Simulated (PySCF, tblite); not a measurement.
# BH5OSi2, a cluster model of a defect: NMR shifts, core binding energies and electronic excitations, part 2 of 2

tblite 0.8.0 and PySCF 2.14.0. Atoms count from 0, parts from 1.

### 5 Core-electron binding energies: SCAN, X2C

The job: settings as JSON, then the geometry in Å.

```
{"job": {"kind": "xps", "holes": 5}, "charge": 0, "multiplicity": 1}
Si     1.723885     0.305168     0.977293
O      2.777069    -0.804209     0.315051
B      0.238670     0.844635    -0.197054
Si    -1.521018    -0.116479     0.041610
H      2.632599    -1.063083    -0.601443
H      0.176293     1.949779    -0.692649
H     -2.591823     0.728583     0.660894
H     -1.967464    -0.482708    -1.345163
H     -1.424022    -1.384850     0.832959
```

Method: delta-SCF UKS SCAN, pcX-2 on the ionised atom, pcseg-1 elsewhere, spin-free X2C.

The program printed:

```text
ground state, core basis on atom 0 (Si), 131 functions
  cycle   1  E = -683.08591749  |g| = 6.85e-01
  cycle   2  E = -682.46685206  |g| = 1.78e+00
  cycle   3  E = -683.17081853  |g| = 1.94e-01
  cycle   4  E = -683.16511260  |g| = 2.18e-01
  cycle   5  E = -683.18539609  |g| = 4.74e-02
  cycle   6  E = -683.18627674  |g| = 1.10e-02
  cycle   7  E = -683.18631959  |g| = 2.58e-03
  cycle   8  E = -683.18632186  |g| = 1.16e-03
  cycle   9  E = -683.18632090  |g| = 3.51e-04
  E(ground) = -683.21093036 Eh
hole in Si 2p of atom 0
  cycle   1  E = -678.88994832  |g| = 1.22e+00
  cycle   2  E = -676.19977237  |g| = 1.93e+00
  cycle   3  E = -678.55333563  |g| = 7.86e-01
  cycle   4  E = -679.10635679  |g| = 4.07e-01
  cycle   5  E = -679.13234744  |g| = 3.86e-01
  cycle   6  E = -679.21463155  |g| = 1.27e-01
  cycle   7  E = -679.22209437  |g| = 4.71e-02
  cycle   8  E = -679.22350503  |g| = 7.45e-03
  cycle   9  E = -679.22354674  |g| = 2.10e-03
  cycle  10  E = -679.22355258  |g| = 1.09e-03
  cycle  11  E = -679.22355303  |g| = 7.81e-04
  cycle  12  E = -679.22355662  |g| = 6.28e-04
  cycle  13  E = -679.22355938  |g| = 5.77e-04
  cycle  14  E = -679.22356405  |g| = 4.18e-04
  E(ion) = -679.25853663 Eh   <S^2> = 0.7635   hole on atom = 1.003   binding energy = 107.550 eV
  2p3/2 = 107.199 eV   2p1/2 = 107.847 eV
ground state, core basis on atom 1 (O), 120 functions
  cycle   1  E = -683.11947465  |g| = 1.03e-01
  cycle   2  E = -683.11609428  |g| = 1.18e-01
  cycle   3  E = -683.11846224  |g| = 7.22e-02
  cycle   4  E = -683.12008771  |g| = 8.30e-03
  cycle   5  E = -683.12011139  |g| = 2.18e-03
  cycle   6  E = -683.12011190  |g| = 1.06e-03
  cycle   7  E = -683.12011138  |g| = 2.92e-04
  E(ground) = -683.18329184 Eh
hole in O 1s of atom 1
  cycle   1  E = -662.48225363  |g| = 2.22e+00
  cycle   2  E = -659.63497736  |g| = 2.70e+00
  cycle   3  E = -662.38869126  |g| = 9.01e-01
  cycle   4  E = -662.04794864  |g| = 1.01e+00
  cycle   5  E = -663.29568917  |g| = 1.42e-01
  cycle   6  E = -663.31183726  |g| = 4.91e-02
  cycle   7  E = -663.31340053  |g| = 1.84e-02
  cycle   8  E = -663.31364547  |g| = 5.17e-03
  cycle   9  E = -663.31367403  |g| = 2.22e-03
  cycle  10  E = -663.31367997  |g| = 9.67e-04
  cycle  11  E = -663.31368232  |g| = 7.82e-04
  cycle  12  E = -663.31368482  |g| = 7.70e-04
  cycle  13  E = -663.31368519  |g| = 7.72e-04
  cycle  14  E = -663.31368109  |g| = 7.37e-04
  cycle  15  E = -663.31365286  |g| = 9.62e-04
  cycle  16  E = -663.31365159  |g| = 9.98e-04
  cycle  17  E = -663.31366369  |g| = 7.24e-04
  cycle  18  E = -663.31367887  |g| = 1.04e-03
  cycle  19  E = -663.31371072  |g| = 1.75e-03
  cycle  20  E = -663.31369974  |g| = 1.82e-03
  cycle  21  E = -663.31369884  |g| = 1.75e-03
  cycle  22  E = -663.31370526  |g| = 1.36e-03
  cycle  23  E = -663.31371202  |g| = 1.20e-03
  cycle  24  E = -663.31371368  |g| = 1.01e-03
  cycle  25  E = -663.31370893  |g| = 1.90e-03
  cycle  26  E = -663.31371107  |g| = 1.93e-03
  cycle  27  E = -663.31372335  |g| = 4.88e-04
  E(ion) = -663.37696024 Eh   <S^2> = 0.7746   hole on atom = 1.000   binding energy = 538.958 eV
ground state, core basis on atom 2 (B), 120 functions
  cycle   1  E = -683.07652029  |g| = 9.45e-02
  cycle   2  E = -683.07028429  |g| = 1.86e-01
  cycle   3  E = -683.07788408  |g| = 1.76e-02
  cycle   4  E = -683.07784194  |g| = 1.74e-02
  cycle   5  E = -683.07800467  |g| = 1.41e-03
  cycle   6  E = -683.07800662  |g| = 3.53e-04
  E(ground) = -683.14537556 Eh
hole in B 1s of atom 2
  cycle   1  E = -675.45942648  |g| = 1.16e+00
  cycle   2  E = -673.72020668  |g| = 1.94e+00
  cycle   3  E = -675.65383514  |g| = 5.92e-01
  cycle   4  E = -675.65828290  |g| = 5.63e-01
  cycle   5  E = -675.90162536  |g| = 8.32e-02
  cycle   6  E = -675.90151815  |g| = 1.27e-01
  cycle   7  E = -675.91821058  |g| = 4.94e-02
  cycle   8  E = -675.92173855  |g| = 5.32e-02
  cycle   9  E = -675.92450490  |g| = 4.40e-02
  cycle  10  E = -675.92723911  |g| = 1.78e-02
  cycle  11  E = -675.92763760  |g| = 4.16e-03
  cycle  12  E = -675.92765156  |g| = 1.71e-03
  cycle  13  E = -675.92765308  |g| = 6.57e-04
  cycle  14  E = -675.92765427  |g| = 2.80e-04
  E(ion) = -675.99296884 Eh   <S^2> = 1.5674   hole on atom = 1.000   binding energy = 194.627 eV
ground state, core basis on atom 3 (Si), 131 functions
  cycle   1  E = -683.17834014  |g| = 2.87e-01
  cycle   2  E = -683.17787558  |g| = 5.14e-02
  cycle   3  E = -683.17539812  |g| = 8.61e-02
  cycle   4  E = -683.17848806  |g| = 2.07e-02
  cycle   5  E = -683.17862217  |g| = 3.58e-03
  cycle   6  E = -683.17862299  |g| = 1.04e-03
  cycle   7  E = -683.17862469  |g| = 3.43e-04
  E(ground) = -683.20309841 Eh
hole in Si 2p of atom 3
  cycle   1  E = -678.91818994  |g| = 1.23e+00
  cycle   2  E = -678.31138698  |g| = 1.26e+00
  cycle   3  E = -678.98594219  |g| = 5.32e-01
  cycle   4  E = -679.20890314  |g| = 2.24e-01
  cycle   5  E = -679.22659443  |g| = 1.69e-01
  cycle   6  E = -679.25215808  |g| = 2.24e-02
  cycle   7  E = -679.25229593  |g| = 1.86e-02
  cycle   8  E = -679.25249257  |g| = 6.66e-03
  cycle   9  E = -679.25253006  |g| = 1.02e-03
  cycle  10  E = -679.25253495  |g| = 8.29e-04
  cycle  11  E = -679.25253819  |g| = 8.28e-04
  cycle  12  E = -679.25252730  |g| = 5.95e-04
  cycle  13  E = -679.25252068  |g| = 3.51e-04
  E(ion) = -679.28815240 Eh   <S^2> = 0.7524   hole on atom = 1.003   binding energy = 106.531 eV
  2p3/2 = 106.338 eV   2p1/2 = 106.962 eV
```

Wall time 36 s (1 thread of AMD EPYC 7R43, shared host); peak memory 0.48 GiB.

Binding energies by hole, beside the orbital energy of the ground state; the difference holds orbital relaxation and, for a density functional, its self-interaction error:

| hole | stands for | environment | ΔSCF (eV; 2p as the shell's mean) | −ε (eV) | ⟨S²⟩ |
| --- | --- | --- | --- | --- | --- |
| Si2p on Si0 | Si0 | silicon bonded to B, O | 107.41 | 96.9 | 0.764 |
| O1s on O1 | O1 | oxygen bonded to Si, H | 538.96 | 517.6 | 0.775 |
| B1s on B2 | B2 | boron bonded to 2 Si, H | 194.63 (doubtful) | 180.4 | 1.567 |
| Si2p on Si3 | Si3 | silicon bonded to B, 3 H | 106.55 | 96.0 | 0.752 |

Doubtful: the ion did not converge, its hole moved, or its ⟨S²⟩ is well above 0.75.

With the spin-orbit splitting: Si0 2p3/2 107.20, 2p1/2 107.85 eV; Si3 2p3/2 106.34, 2p1/2 106.96 eV. The table gives each 2p level as the mean over the whole 2p shell (two parts 2p3/2, one part 2p1/2), which differs a little from the single hole in the log.

### 6 Ultraviolet spectrum: CAM-B3LYP/def2-SVPD

Settings changed since step 5:

```diff
@@ -1,2 +1,2 @@
-{"job": {"kind": "xps", "holes": 5}, "charge": 0, "multiplicity": 1}
+{"job": {"kind": "uv", "xc": "CAM-B3LYP", "basis": "def2-SVPD", "nstates": 6, "ntriplets": 2, "ip": true}, "charge": 0, "multiplicity": 1}
 Si     1.723885     0.305168     0.977293
```

Level: TDDFT CAM-B3LYP/def2-SVPD, vertical, gas phase, core orbitals frozen in the response.

The program printed:

```text
coarse grid: 8520 points
cycle   1  E = -681.5344232155  dE =  3.111e-02  |g| = 6.387e-01  |ddm| = 3.136e+00
cycle   2  E = -681.4391085601  dE =  9.531e-02  |g| = 9.723e-01  |ddm| = 1.353e+00
cycle   3  E = -681.6201666255  dE = -1.811e-01  |g| = 5.698e-02  |ddm| = 7.337e-01
cycle   4  E = -681.6211234835  dE = -9.569e-04  |g| = 2.011e-02  |ddm| = 1.383e-01
cycle   5  E = -681.6213185559  dE = -1.951e-04  |g| = 7.318e-03  |ddm| = 5.610e-02
cycle   6  E = -681.6213498412  dE = -3.129e-05  |g| = 1.694e-03  |ddm| = 1.915e-02
cycle   7  E = -681.6213581072  dE = -8.266e-06  |g| = 9.112e-04  |ddm| = 1.182e-02
final grid: 73128 points
cycle   8  E = -681.7175955780  dE = -1.030e-05  |g| = 9.111e-04  |ddm| = 1.943e-02
cycle   9  E = -681.7175961348  dE = -5.568e-07  |g| = 8.056e-04  |ddm| = 3.218e-03
cycle  10  E = -681.7175963856  dE = -2.509e-07  |g| = 2.604e-04  |ddm| = 1.734e-03
cycle  11  E = -681.7175964733  dE = -8.768e-08  |g| = 1.901e-04  |ddm| = 1.281e-03
cycle  12  E = -681.7175965112  dE = -3.792e-08  |g| = 7.702e-05  |ddm| = 7.602e-04
cycle  13  E = -681.7175965243  dE = -1.303e-08  |g| = 1.864e-05  |ddm| = 7.024e-04
cycle  14  E = -681.7175965248  dE = -5.637e-10  |g| = 4.328e-06  |ddm| = 1.541e-04
converged SCF energy = -681.7175965248

Static polarisability (au): isotropic 87.179, principal 70.365 73.595 117.578

Singlet excitations
state   eV       nm        f      main configurations
  1   2.1025    589.7   0.03268   H->L 0.94
  2   2.7866    444.9   0.01327   H->L+1 0.97
  3   4.2660    290.6   0.02817   H-1->L 0.89
  4   5.4398    227.9   0.01953   H-2->L 0.49, H->L+2 0.32
  5   5.7262    216.5   0.01355   H->L+2 0.53, H-2->L 0.28, H-1->L+1 0.10
  6   5.9912    206.9   0.07232   H-1->L+1 0.61, H->L+5 0.11, H->L+3 0.10

Triplet excitations (Tamm-Dancoff, eV): 1.1010 1.7820
Vertical ionisation energy (delta-SCF) = 8.1382 eV
Vertical electron affinity (delta-SCF) = 1.2993 eV
```

It took 36 s on 1 thread of AMD EPYC 7R43, shared host; peak memory 0.59 GiB.

Frontier orbitals and where they lie:

| orbital | eV | atoms |
| --- | --- | --- |
| HOMO−3 | -11.25 | Si3 42 %, H6 29 %, H7 19 % |
| HOMO−2 | -10.78 | Si3 29 %, H8 23 %, B2 14 % |
| HOMO−1 | -9.94 | B2 34 %, Si3 29 %, Si0 12 % |
| HOMO | -7.36 | Si0 53 %, B2 26 %, O1 11 % |
| LUMO | -1.87 | B2 43 %, Si0 25 %, Si3 12 % |
| LUMO+1 | -0.90 | Si0 55 %, B2 17 %, O1 16 % |
| LUMO+2 | 1.03 | B2 30 %, O1 18 %, Si0 15 % |

With each of the 6 states as a Gaussian band of 0.4 eV half-width at 1/e, the curve within the window shown has maxima at 585 nm (ε 1,400), 291 nm (ε 1,100), 209 nm (ε 3,500) L/(mol cm). Beyond the last state computed it falls off for lack of states. The curve at chosen wavelengths:

```json
{"nm": "197", "ε (L/mol/cm)": "1752"}
{"nm": "222", "ε (L/mol/cm)": "2212"}
{"nm": "247", "ε (L/mol/cm)": "325"}
{"nm": "272", "ε (L/mol/cm)": "678"}
{"nm": "297", "ε (L/mol/cm)": "1081"}
{"nm": "323", "ε (L/mol/cm)": "363"}
{"nm": "348", "ε (L/mol/cm)": "64"}
{"nm": "373", "ε (L/mol/cm)": "93"}
{"nm": "398", "ε (L/mol/cm)": "277"}
{"nm": "423", "ε (L/mol/cm)": "490"}
{"nm": "448", "ε (L/mol/cm)": "620"}
{"nm": "473", "ε (L/mol/cm)": "699"}
{"nm": "498", "ε (L/mol/cm)": "829"}
{"nm": "524", "ε (L/mol/cm)": "1036"}
{"nm": "549", "ε (L/mol/cm)": "1231"}
{"nm": "574", "ε (L/mol/cm)": "1342"}
{"nm": "599", "ε (L/mol/cm)": "1336"}
{"nm": "624", "ε (L/mol/cm)": "1227"}
{"nm": "649", "ε (L/mol/cm)": "1054"}
{"nm": "674", "ε (L/mol/cm)": "860"}
{"nm": "699", "ε (L/mol/cm)": "674"}
{"nm": "725", "ε (L/mol/cm)": "505"}
{"nm": "750", "ε (L/mol/cm)": "374"}
{"nm": "775", "ε (L/mol/cm)": "273"}
{"nm": "800", "ε (L/mol/cm)": "196"}
{"nm": "825", "ε (L/mol/cm)": "140"}
```

Further results of this job:

| property | computed |
| --- | --- |
| dipole moment (D) | 1.81 |
| polarisability (Å³) | 12.92 |
| HOMO–LUMO gap (eV) | 5.49 |
| −ε(HOMO) (eV) | 7.36 |

### 7 Results

This closing draws on all 2 parts.

| quantity | value |
| --- | --- |
| point group | C1 |
| rotational constants (main isotopes) | 11.59, 1.77, 1.68 GHz |
| ¹H shifts against TMS (PBE0/pcSseg-2) | 11.84, 7.23, 4.10, 4.03, 3.59 ppm |
| ²⁹Si shifts against TMS (PBE0/pcSseg-2) | 465.2, -115.1 ppm |
| ¹⁷O shifts against H2O (PBE0/pcSseg-2) | 222.9 ppm |
| ¹¹B shifts against BF3·OEt2 (PBE0/pcSseg-2) | 123.2 ppm |
| Si2p binding energies, SCAN/pcX-2 | Si0 107.41, Si3 106.55 eV |
| O1s binding energies, SCAN/pcX-2 | O1 538.96 eV |
| lowest singlet (CAM-B3LYP/def2-SVPD) | 2.10 eV (590 nm), f = 0.033 |
| brightest single state of those computed | state 6, 5.99 eV, f = 0.072 |
| lowest triplet | 1.10 eV |
| vertical ionisation energy (ΔSCF) | 8.14 eV |
| vertical electron affinity (ΔSCF) | 1.30 eV |

**Reading.** The optimisation took 12 steps and gained 0.380 eV; among the close pairs (by a distance rule), B2–Si3 changed most, from 1.913 to 2.019 Å (PBE0/def2-SVP). At PBE0/pcSseg-2: The widest tensor belongs to Si0: span 1072 ppm, with a paramagnetic part of -1001 ppm. Si0 (silicon bonded to B, O) binds its Si2p electron 0.87 eV more tightly than Si3 (silicon bonded to B, 3 H). The lowest singlet, at 2.10 eV, is HOMO→LUMO 0.94 and is weak; of the 6 states computed, the strongest absorption comes from state 6 at 5.99 eV (the last computed, so partners may be missing). State 1 absorbs in the visible (590 nm). The lowest triplet lies 1.00 eV below the lowest singlet (triplets in Tamm-Dancoff, singlets in full TDDFT). The orbital energy would give 7.36 eV for ionisation, ΔSCF gives 8.14 eV.
